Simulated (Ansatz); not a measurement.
# Hf3TiN4: the cost of one run

Computed with Ansatz 0.2.0 (DFT PBE, scalar-relativistic, plane waves, PAW, unless a step's input says otherwise).

2 further runs of the same task are left out: 1 that didn't finish, 1 set aside as unsound or not needed.

## (1) The system as given

The structure is cubic, space group Pm-3m (No. 221). Conventional cell: a = 4.490 Å, b = 4.490 Å, c = 4.490 Å, α = 90.00°, β = 90.00°, γ = 90.00°. Hf (site symmetry 4/mmm) is surrounded by 6 N at 2.25 Å. Ti (site symmetry m-3m) has 6 N at 2.25 Å as nearest neighbours. N (site symmetry 4/mmm) is surrounded by 4 Hf at 2.25 Å and 2 Ti at 2.25 Å. N (site symmetry m-3m) has 6 Hf at 2.25 Å as nearest neighbours.

Structure file:

```cif
data_structure
_symmetry_space_group_name_H-M 'P 1'
_symmetry_Int_Tables_number 1
_cell_length_a 4.4905
_cell_length_b 4.4905
_cell_length_c 4.4905
_cell_angle_alpha 90.000
_cell_angle_beta 90.000
_cell_angle_gamma 90.000
_cell_volume 90.55
loop_
_atom_site_label
_atom_site_type_symbol
_atom_site_fract_x
_atom_site_fract_y
_atom_site_fract_z
_atom_site_occupancy
Hf1 Hf 0.50000 0.00000 0.00000 1
Hf2 Hf 0.00000 0.00000 0.50000 1
Hf3 Hf 0.00000 0.50000 0.00000 1
Ti1 Ti 0.50000 0.50000 0.50000 1
N1 N 0.00000 0.50000 0.50000 1
N2 N 0.50000 0.50000 0.00000 1
N3 N 0.00000 0.00000 0.00000 1
N4 N 0.50000 0.00000 0.50000 1
```

The cell was relaxed beforehand at this level, from a generated guess; it is a trial structure. At a tolerance of 0.05 Å it has space group Pm-3m (No. 221); it has 11.32 Å³/atom, an uncorrected energy of -1.65 eV/atom over the elements and, on its mesh, gap none (metal).

## (2) The cell scaled to 0.97 of its volume

input.yaml reads:

```yaml
crystal:
  lattice:
    - [4.4451030724, 0.0, 0.0]
    - [0.0, 4.4451030724, 0.0]
    - [0.0, 0.0, 4.4451030724]
  atoms:
    - { symbol: Hf, position: [0.5, 0.0, 0.0] }
    - { symbol: Hf, position: [0.0, 0.0, 0.5] }
    - { symbol: Hf, position: [0.0, 0.5, 0.0] }
    - { symbol: Ti, position: [0.5, 0.5, 0.5] }
    - { symbol: "N", position: [0.0, 0.5, 0.5] }
    - { symbol: "N", position: [0.5, 0.5, 0.0] }
    - { symbol: "N", position: [0.0, 0.0, 0.0] }
    - { symbol: "N", position: [0.5, 0.0, 0.5] }
basis:
  ecutwfc: 420
kpoints:
  mp_grid: { grid: [8, 8, 8] }
hamiltonian:
  xc: pbe
scf:
  occupations: { method: gaussian, width: 0.1 }
output:
  forces: true
  stress: true
  eigenvalues: true
```

The run is started by

```console
ansatz run input.yaml --threads 4 --pin off --max-ram 8192MiB --backend cpu --events-out ev --progress --plain --runs-dir out
```

What time and memory should one allow on 4 threads of Arm Neoverse V1, shared host?

About 4.2 s, with a peak of 0.54 GiB.
